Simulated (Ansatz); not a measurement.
# Ba2PdO3 (Immm): one cell, many starting occupations (series 2), part 2 of 2

Task: map the metastable states of Ba2PdO3 (Immm) by varying the start. Cell and atoms stay fixed.

Ansatz 0.2.0; DFT PBEsol+U (U_eff = 2 eV on Pd d), plane waves, PAW. The steps go on from the part before.

### 4 Random orbitals: single harmonics, first filling

input.yaml

```yaml
crystal:
  lattice:
    - [-1.9181001, 2.04000011, 6.66750036]
    - [1.9181001, -2.04000011, 6.66750036]
    - [1.9181001, 2.04000011, -6.66750036]
  atoms:
    - { symbol: Ba, position: [0.6461, 0.6461, 0.0] }
    - { symbol: Ba, position: [0.3539, 0.3539, 0.0] }
    - { symbol: Pd, position: [0.0, 0.0, 0.0], spin: 2.0 }
    - { symbol: O, position: [0.5, 0.0, 0.5] }
    - { symbol: O, position: [0.8481, 0.8481, 0.0] }
    - { symbol: O, position: [0.1519, 0.1519, 0.0] }
basis:
  ecutwfc: 420
  ecutrho_ratio: 4
kpoints:
  mp_grid: { grid: [7, 7, 7] }
hamiltonian:
  xc: pbesol
  hubbard:
    sites:
      - { site: 2, l: d, u_eff: 2.0, starting_ns: [{ spin: up, occupation_matrix: s2up }, { spin: down, occupation_matrix: s2down }] }
    occupation_matrices:
      s2up:
        matrix:
          - [0.97, 0.0, 0.0, 0.0, 0.0]
          - [0.0, 0.97, 0.0, 0.0, 0.0]
          - [0.0, 0.0, 0.97, 0.0, 0.0]
          - [0.0, 0.0, 0.0, 0.97, 0.0]
          - [0.0, 0.0, 0.0, 0.0, 0.97]
      s2down:
        matrix:
          - [0.02, 0.0, 0.0, 0.0, 0.0]
          - [0.0, 0.97, 0.0, 0.0, 0.0]
          - [0.0, 0.0, 0.97, 0.0, 0.0]
          - [0.0, 0.0, 0.0, 0.02, 0.0]
          - [0.0, 0.0, 0.0, 0.0, 0.97]
    ns_hold: { iters: 12 }
scf:
  occupations: { method: gaussian, width: 0.05 }
  lower_state_search: "off"
  max_iter: 150
output:
  forces: true
  stress: true
  eigenvalues: true
  populations: true
  hubbard: { sites: [{ site: 2, l: d }] }
magnetization:
  spin_polarized: true
```

The typed matrices put 0.97 on the chosen orbitals and 0.02 on the others, and are held for 12 cycles.

On the command line:

```bash
> ansatz run input.yaml --threads 4 --pin off --max-ram 6144MiB --backend cpu --events-out ev --progress --plain --runs-dir out
```

The log of the run, shortened:

```text
Warning: RAYON_NUM_THREADS=4 ignored (pool sized by the plan → 4); use --threads N
[...]
Ba: projections on atomic orbitals take those of the free atom [Kr 4d10] 5s2 5p6 6s2, of charge +0.00 (hamiltonian.pseudopotentials.projection_atoms); the dataset's partial waves leave at most 9.7e-6 of an orbital's norm unspanned inside its sphere
Pd: projections on atomic orbitals take those of the free atom [Ar 3d10] 4s2 4p6 4d10, of charge +0.00 (hamiltonian.pseudopotentials.projection_atoms); the dataset's partial waves leave at most 1.0e-5 of an orbital's norm unspanned inside its sphere
O: projections on atomic orbitals take those of the free atom [He] 2s2 2p4, of charge +0.00 (hamiltonian.pseudopotentials.projection_atoms); the dataset's partial waves leave at most 1.9e-8 of an orbital's norm unspanned inside its sphere
[...]
Pseudopotentials: kind: paw
Pseudopotential: Ba, paw, valence charge 10, recommended cutoff 420 eV (normal), Ba.paw.azcp
Pseudopotential: Pd, paw, valence charge 18, recommended cutoff 420 eV (normal), Pd.paw.azcp
[...]
WARN: the starting moments were not kept: the SCF closed with an absolute magnetisation of 5.1e-6 μB, where they sum to 2 μB in size (1 site). That is at most 0.1 of that sum. Measured as dr2_m measures the in/out step, that magnetisation stands 8.1e-12 eV from none, at or under the [...]
--- Band table (eV; the first three rows and the last of 128) ---
[...]
Occupation matrices written to <dir>
--- Löwdin populations: 6 sites ---
  site symbol       q [e]    m [muB]
     0     Ba      8.3394     0.0000
     1     Ba      8.3394     0.0000
     2     Pd     16.8325     0.0000
     3      O      7.1471    -0.0000
     4      O      7.1855    -0.0000
     5      O      7.1855    -0.0000
  spilling = 0.017332 (of n_electrons = 56.000000)
--- Occupation matrices: 1 shell (run DFT+U table (all-electron-ortho-atomic); ε = 1.10e-2) ---
  Pd2 d_4D: site group D2h (mmm)
  Pd2 d_4D up     Tr n = 4.4231  λ = 0.507 0.941 0.991 0.992 0.993  [z2 0.78 Ag(1.00) | x2-y2 0.78 Ag(1.00) | 3× xz 0.33 B2g(0.33)]
  Pd2 d_4D dn     Tr n = 4.4231  λ = 0.507 0.941 0.991 0.992 0.993  [z2 0.78 Ag(1.00) | x2-y2 0.78 Ag(1.00) | 3× xz 0.33 B2g(0.33)]
  specified occupation → Pd2 d_4D up: matrix, ‖Δ‖_F = 0.4658, Tr Δ = +0.4269, displaced = 0.2787, d_λ = 0.4658; orbital distance = 0.0000
  specified occupation → Pd2 d_4D dn: matrix, ‖Δ‖_F = 1.0425, Tr Δ = -1.4731, displaced = 0.7366, d_λ = 1.0425; orbital distance = 0.0000
  Tr n, λ and their labels are of the run-group-symmetrised matrices; stabiliser: 16 of 16 elements of G0×{1,Θ} (closed), max defect 2.1e-6 at τ = 2.3e-3
```

Wall time 27 s (4 threads of Arm Neoverse V1, shared host); peak memory 0.79 GiB.

Result: a gap on the mesh of 0.32 eV, pressure -1.7 GPa, no moment over 0.05 μB in any sphere, largest force component 0.50 eV/Å, 8 symmetry operations imposed. The program reports that the typed filling wasn't kept.

The shells' filling, with natural orbitals sorted by occupation:

```csv
shell,channel,electrons,over 0.8,0.2 to 0.8,under 0.2
Pd 4d (atom 3),up,4.42,4,1,0
Pd 4d (atom 3),down,4.42,4,1,0
```

### 5 Random orbitals: fully mixed, one electron more

Edit input.yaml of step 4 so:

```diff
@@ -8,3 +8,3 @@
     - { symbol: Ba, position: [0.3539, 0.3539, 0.0] }
-    - { symbol: Pd, position: [0.0, 0.0, 0.0], spin: 2.0 }
+    - { symbol: Pd, position: [0.0, 0.0, 0.0], spin: 1.0 }
     - { symbol: O, position: [0.5, 0.0, 0.5] }
@@ -32,8 +32,8 @@
         matrix:
-          - [0.02, 0.0, 0.0, 0.0, 0.0]
-          - [0.0, 0.97, 0.0, 0.0, 0.0]
-          - [0.0, 0.0, 0.97, 0.0, 0.0]
-          - [0.0, 0.0, 0.0, 0.02, 0.0]
-          - [0.0, 0.0, 0.0, 0.0, 0.97]
-    ns_hold: { iters: 12 }
+          - [0.83938, 0.07766, -0.00706, 0.25417, 0.19063]
+          - [0.07766, 0.92382, 0.0042, -0.15113, -0.11335]
+          - [-0.00706, 0.0042, 0.96962, 0.01374, 0.0103]
+          - [0.25417, -0.15113, 0.01374, 0.47539, -0.37096]
+          - [0.19063, -0.11335, 0.0103, -0.37096, 0.69178]
+    ns_hold: until_converged
 scf:
```

The typed matrices put 0.97 on the chosen orbitals and 0.02 on the others, and are held until the SCF converges, then released.

On the command line:

```bash
> ansatz run input.yaml --threads 4 --pin off --max-ram 6144MiB --backend cpu --events-out ev --progress --plain --runs-dir out
```

The log of the run, shortened:

```text
Warning: crystal.symmetry: narrowed to the stabiliser of the occupation matrices — unitary ops 8 → 2; lowered by the specified shell (site 2, l: d); largest admitted image defect 4.4e-16, smallest excluded 3.0e-1 — at a splitting's scale: the group the occupation matrices' own texture admits
Warning: RAYON_NUM_THREADS=4 ignored (pool sized by the plan → 4); use --threads N
[...]
Ba: projections on atomic orbitals take those of the free atom [Kr 4d10] 5s2 5p6 6s2, of charge +0.00 (hamiltonian.pseudopotentials.projection_atoms); the dataset's partial waves leave at most 9.7e-6 of an orbital's norm unspanned inside its sphere
Pd: projections on atomic orbitals take those of the free atom [Ar 3d10] 4s2 4p6 4d10, of charge +0.00 (hamiltonian.pseudopotentials.projection_atoms); the dataset's partial waves leave at most 1.0e-5 of an orbital's norm unspanned inside its sphere
O: projections on atomic orbitals take those of the free atom [He] 2s2 2p4, of charge +0.00 (hamiltonian.pseudopotentials.projection_atoms); the dataset's partial waves leave at most 1.9e-8 of an orbital's norm unspanned inside its sphere
[...]
Pseudopotentials: kind: paw
[...]
WARN: the starting moments were not kept: the SCF closed with an absolute magnetisation of 4.9e-6 μB, where they sum to 1 μB in size (1 site). That is at most 0.1 of that sum. Measured as dr2_m measures the in/out step, that magnetisation stands 1.2e-11 eV from none, at or under the [...]
       -0.000001      -0.000000      -1.179813
  P = ⅓ Tr σ = -1.6540 GPa (-16.540 kbar)
--- Band table (eV; the first three rows and the last of 344) ---
[...]
Occupation matrices written to <dir>
--- Löwdin populations: 6 sites ---
  site symbol       q [e]    m [muB]
     0     Ba      8.3394    -0.0000
     1     Ba      8.3394    -0.0000
     2     Pd     16.8325     0.0000
     3      O      7.1471    -0.0000
     4      O      7.1855    -0.0000
     5      O      7.1855    -0.0000
  spilling = 0.017332 (of n_electrons = 56.000000)
--- Occupation matrices: 1 shell (run DFT+U table (all-electron-ortho-atomic); ε = 7.04e-4) ---
  Pd2 d_4D: site group D2h (mmm)
  Pd2 d_4D up     Tr n = 4.4231  λ = 0.507 0.941 0.991 0.992 0.993  [z2 0.78 Ag(1.00) | x2-y2 0.78 Ag(1.00) | yz 1.00 B3g(1.00) | xz 1.00 B2g(1.00) | xy 1.00 B1g(1.00)]
  Pd2 d_4D dn     Tr n = 4.4231  λ = 0.507 0.941 0.991 0.992 0.993  [z2 0.78 Ag(1.00) | x2-y2 0.78 Ag(1.00) | yz 1.00 B3g(1.00) | xz 1.00 B2g(1.00) | xy 1.00 B1g(1.00)]
  specified occupation → Pd2 d_4D up: matrix, ‖Δ‖_F = 0.4658, Tr Δ = +0.4269, displaced = 0.2787, d_λ = 0.4658; orbital distance = 0.0000
  specified occupation → Pd2 d_4D dn: matrix, ‖Δ‖_F = 1.0479, Tr Δ = -0.5231, displaced = 0.7249, d_λ = 0.4890; orbital distance = 1.4141
  Tr n, λ and their labels are of the run-group-symmetrised matrices; stabiliser: 16 of 16 elements of G0×{1,Θ} (closed), max defect 3.7e-6 at τ = 1.5e-4
```

Wall time 85 s (4 threads of Arm Neoverse V1, shared host); peak memory 1.4 GiB.

It ends with a gap on the mesh of 0.32 eV, pressure -1.7 GPa, no moment over 0.05 μB in any sphere, largest force component 0.50 eV/Å, 2 symmetry operations imposed. The program reports that the typed filling wasn't kept.

How the shells are filled (orbitals counted by the eigenvalues of the occupation matrices):

```csv
shell,channel,electrons,over 0.8,0.2 to 0.8,under 0.2
Pd 4d (atom 3),up,4.42,4,1,0
Pd 4d (atom 3),down,4.42,4,1,0
```

### 6 Random orbitals: drawn by pairs, first filling

Edit input.yaml of step 5 so:

```diff
@@ -8,3 +8,3 @@
     - { symbol: Ba, position: [0.3539, 0.3539, 0.0] }
-    - { symbol: Pd, position: [0.0, 0.0, 0.0], spin: 1.0 }
+    - { symbol: Pd, position: [0.0, 0.0, 0.0], spin: 2.0 }
     - { symbol: O, position: [0.5, 0.0, 0.5] }
@@ -32,8 +32,8 @@
         matrix:
-          - [0.83938, 0.07766, -0.00706, 0.25417, 0.19063]
-          - [0.07766, 0.92382, 0.0042, -0.15113, -0.11335]
-          - [-0.00706, 0.0042, 0.96962, 0.01374, 0.0103]
-          - [0.25417, -0.15113, 0.01374, 0.47539, -0.37096]
-          - [0.19063, -0.11335, 0.0103, -0.37096, 0.69178]
-    ns_hold: until_converged
+          - [0.495, 0.475, 0.0, 0.0, 0.0]
+          - [0.475, 0.495, 0.0, 0.0, 0.0]
+          - [0.0, 0.0, 0.97, 0.0, 0.0]
+          - [0.0, 0.0, 0.0, 0.97, 0.0]
+          - [0.0, 0.0, 0.0, 0.0, 0.02]
+    ns_hold: { iters: 5 }
 scf:
```

The typed matrices put 0.97 on the chosen orbitals and 0.02 on the others, and are held for 5 cycles.

On the command line:

```bash
> ansatz run input.yaml --threads 4 --pin off --max-ram 6144MiB --backend cpu --events-out ev --progress --plain --runs-dir out
```

The log of the run, shortened:

```text
Warning: crystal.symmetry: narrowed to the stabiliser of the occupation matrices — unitary ops 8 → 4; lowered by the specified shell (site 2, l: d); largest admitted image defect 8.9e-16, smallest excluded 9.5e-1 — at a splitting's scale: the group the occupation matrices' own texture admits
Warning: RAYON_NUM_THREADS=4 ignored (pool sized by the plan → 4); use --threads N
[...]
Ba: projections on atomic orbitals take those of the free atom [Kr 4d10] 5s2 5p6 6s2, of charge +0.00 (hamiltonian.pseudopotentials.projection_atoms); the dataset's partial waves leave at most 9.7e-6 of an orbital's norm unspanned inside its sphere
Pd: projections on atomic orbitals take those of the free atom [Ar 3d10] 4s2 4p6 4d10, of charge +0.00 (hamiltonian.pseudopotentials.projection_atoms); the dataset's partial waves leave at most 1.0e-5 of an orbital's norm unspanned inside its sphere
O: projections on atomic orbitals take those of the free atom [He] 2s2 2p4, of charge +0.00 (hamiltonian.pseudopotentials.projection_atoms); the dataset's partial waves leave at most 1.9e-8 of an orbital's norm unspanned inside its sphere
[...]
Pseudopotentials: kind: paw
[...]
WARN: the starting moments were not kept: the SCF closed with an absolute magnetisation of 2.8e-6 μB, where they sum to 2 μB in size (1 site). That is at most 0.1 of that sum. Measured as dr2_m measures the in/out step, that magnetisation stands 3.7e-12 eV from none, at or under the [...]
       -0.000000      -0.000000      -1.179781
  P = ⅓ Tr σ = -1.6540 GPa (-16.540 kbar)
--- Band table (eV; the first three rows and the last of 200) ---
[...]
Occupation matrices written to <dir>
--- Löwdin populations: 6 sites ---
  site symbol       q [e]    m [muB]
     0     Ba      8.3394     0.0000
     1     Ba      8.3394     0.0000
     2     Pd     16.8325    -0.0000
     3      O      7.1471     0.0000
     4      O      7.1855     0.0000
     5      O      7.1855     0.0000
  spilling = 0.017332 (of n_electrons = 56.000000)
--- Occupation matrices: 1 shell (run DFT+U table (all-electron-ortho-atomic); ε = 2.53e-4) ---
  Pd2 d_4D: site group D2h (mmm)
  Pd2 d_4D up     Tr n = 4.4231  λ = 0.507 0.941 0.991 0.992 0.993  [z2 0.78 Ag(1.00) | x2-y2 0.78 Ag(1.00) | yz 1.00 B3g(1.00) | xz 1.00 B2g(1.00) | xy 1.00 B1g(1.00)]
  Pd2 d_4D dn     Tr n = 4.4231  λ = 0.507 0.941 0.991 0.992 0.993  [z2 0.78 Ag(1.00) | x2-y2 0.78 Ag(1.00) | yz 1.00 B3g(1.00) | xz 1.00 B2g(1.00) | xy 1.00 B1g(1.00)]
  specified occupation → Pd2 d_4D up: matrix, ‖Δ‖_F = 0.4658, Tr Δ = +0.4269, displaced = 0.2787, d_λ = 0.4658; orbital distance = 0.0000
  specified occupation → Pd2 d_4D dn: matrix, ‖Δ‖_F = 1.3178, Tr Δ = -1.4731, displaced = 1.0831, d_λ = 1.0425; orbital distance = 1.7321
  Tr n, λ and their labels are of the run-group-symmetrised matrices; stabiliser: 16 of 16 elements of G0×{1,Θ} (closed), max defect 2.1e-6 at τ = 5.4e-5
```

It took 30 s on 4 threads of Arm Neoverse V1, shared host; peak memory 0.99 GiB.

It ends with a gap on the mesh of 0.32 eV, pressure -1.7 GPa, no moment over 0.05 μB in any sphere, largest force component 0.50 eV/Å, 4 symmetry operations imposed. The program reports that the typed filling wasn't kept.

The shells' filling, with natural orbitals sorted by occupation:

```csv
shell,channel,electrons,over 0.8,0.2 to 0.8,under 0.2
Pd 4d (atom 3),up,4.42,4,1,0
Pd 4d (atom 3),down,4.42,4,1,0
```

### 7 Results

The summary covers parts 1 to 2.

Energies count from the lowest free state and have the smearing extrapolated to zero.

| start | energy (meV/atom) | gap (eV) | pressure (GPa) | largest moment (μB) | SCF cycles | time |
| --- | --- | --- | --- | --- | --- | --- |
| random orbitals: single harmonics, second filling | 0.0 | 0.32 | -1.7 | 0.00 | 37 | 38 s |
| random orbitals: fully mixed, one electron more | 0.0 | 0.32 | -1.7 | 0.00 | 32 | 85 s |
| random orbitals: drawn by pairs, first filling | 0.0 | 0.32 | -1.7 | 0.00 | 20 | 30 s |
| from atoms, symmetry kept, no search (earlier series) | 0.0 | 0.32 | -1.7 | 0.00 | 16 | 18 s |
| random orbitals: fully mixed, first filling | 0.0 | 0.32 | -1.7 | 0.00 | 35 | 100 s |
| random orbitals: single harmonics, first filling | 0.0 | 0.32 | -1.7 | 0.00 | 27 | 27 s |

The 6 free runs end within about 1 meV/atom of each other. The lowest state found need not be the ground state, and the geometry wasn't relaxed for any of them.
